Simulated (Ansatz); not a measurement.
**C₂H₁₀N₂Sn: up Jacob's ladder to CCSD(T)**

An exercise on one series of results from a longer session: the logs are not shown, and one member is left open.

Computed with Ansatz 0.2.0, Gaussian basis. Level: functionals in def2-TZVPP, the program's frozen cores in correlated methods.

Plan: LDA (SPW92), PBE-D4, revPBE-D4, BLYP-D4, r2SCAN-D4, B97M-V, PBE0-D4, B3LYP-D4, r2SCANh-D4, r2SCAN0-D4, HSE06-D4, BHLYP-D4, CAM-B3LYP-D4, LC-ωPBE, ωB97X-V, ωB97M-V, B2PLYP, PBE-QIDH; CCSD(T)/def2-SVP; MP2/def2-TZVPP; MP2/def2-QZVPP; RPA on PBE.

**Structure used throughout**

All runs share one geometry, relaxed beforehand with PBE0-D4 in a triple-zeta def2 set. Sn takes the def2 core potential; no spin-orbit term is included.

15 atoms, charge 0, spin multiplicity 1.

Atoms are counted from 1 here; the program's logs count them from 0.

Bond lengths: C1–N2 1.450 Å, C1–H6 1.095 Å, C1–H7 1.095 Å, C1–H8 1.100 Å, N2–Sn3 2.029 Å, N2–H9 1.011 Å, Sn3–N4 2.029 Å, Sn3–H10 1.704 Å, Sn3–H11 1.704 Å, N4–C5 1.450 Å, N4–H12 1.011 Å, C5–H13 1.095 Å, C5–H14 1.095 Å, C5–H15 1.100 Å. Angles: N2–C1–H6 110.6°, N2–C1–H7 109.7°, N2–C1–H8 115.0°, H6–C1–H7 106.5°, H6–C1–H8 107.5°, H7–C1–H8 107.1°, C1–N2–Sn3 119.4°, C1–N2–H9 111.5°, Sn3–N2–H9 113.5°, N2–Sn3–N4 114.7°, N2–Sn3–H10 106.9°, N2–Sn3–H11 105.8°, N4–Sn3–H10 105.8°, N4–Sn3–H11 107.0°, H10–Sn3–H11 117.0°, Sn3–N4–C5 119.4°, Sn3–N4–H12 113.5°, C5–N4–H12 111.5° and more.

Set-up of the first run:

The input, in.yaml:

```yaml
crystal:
  periodic: [false, false, false]
  atoms:
    - {symbol: C, position_ang: [-1.769902, 1.137469, 0.874944]}
    - {symbol: N, position_ang: [-0.346318, 1.378360, 1.005604]}
    - {symbol: Sn, position_ang: [0.928029, -0.199047, 1.078501]}
    - {symbol: N, position_ang: [0.784849, -1.478179, -0.490198]}
    - {symbol: C, position_ang: [0.931131, -0.968243, -1.839362]}
    - {symbol: H, position_ang: [-2.335479, 2.054588, 1.071699]}
    - {symbol: H, position_ang: [-2.090614, 0.407024, 1.624332]}
    - {symbol: H, position_ang: [-2.088603, 0.756128, -0.106701]}
    - {symbol: H, position_ang: [-0.037813, 2.117315, 0.389220]}
    - {symbol: H, position_ang: [0.513301, -1.108797, 2.457970]}
    - {symbol: H, position_ang: [2.495224, 0.467779, 1.034565]}
    - {symbol: H, position_ang: [0.005905, -2.117940, -0.418694]}
    - {symbol: H, position_ang: [1.839618, -0.361656, -1.907835]}
    - {symbol: H, position_ang: [1.051821, -1.791681, -2.551453]}
    - {symbol: H, position_ang: [0.097051, -0.344020, -2.193293]}
basis:
  gaussian: {orbitals: def2-TZVPP}
hamiltonian: {xc: lda}
output: {orbitals: {seedname: orbitals}}
```

The run is started by

```console
ansatz run in.yaml --threads 4 --pin off --events-out ev --progress --plain --max-ram 11315MiB
```

Among the steps run: LDA; PBE-D4 (GGA); revPBE-D4 (GGA); BLYP-D4 (GGA); r2SCAN-D4 (meta-GGA); B97M-V (meta-GGA); B3LYP-D4 (hybrid); r2SCANh-D4 (hybrid); r2SCAN0-D4 (hybrid); HSE06-D4 (hybrid); BHLYP-D4 (hybrid); CAM-B3LYP-D4 (range-separated); LC-ωPBE (range-separated); ωB97X-V (range-separated); ωB97M-V (range-separated); B2PLYP (double hybrid); PBE-QIDH (double hybrid).

One table of the session follows, with a row left open; its other results are not shown here.

It belongs to the step «Frontier levels by functional». 

```
  functional  HOMO (eV)  gap (eV)
 LDA (SPW92)      -4.94      4.07
      PBE-D4      -4.81      4.18
   revPBE-D4      -4.76      4.24
     BLYP-D4      -4.71      4.12
   r2SCAN-D4      -5.06      4.80
      B97M-V      -5.20      4.70
     PBE0-D4      -6.14      6.35
    B3LYP-D4      -5.92      5.85
  r2SCANh-D4      -5.56      5.60
  r2SCAN0-D4      -6.32      6.78
    HSE06-D4      -5.74      5.58
    BHLYP-D4      -7.42      8.33
CAM-B3LYP-D4      -7.52      8.57
     LC-ωPBE      -8.87     11.09
     ωB97X-V          ?         ?
     ωB97M-V      -8.45     10.11
```

Estimate the missing values for ωB97X-V.

**Answer.** HOMO (eV): -8.53; gap (eV): 10.56. In the column «HOMO (eV)» it lies between LC-ωPBE (-8.87) and ωB97M-V (-8.45).
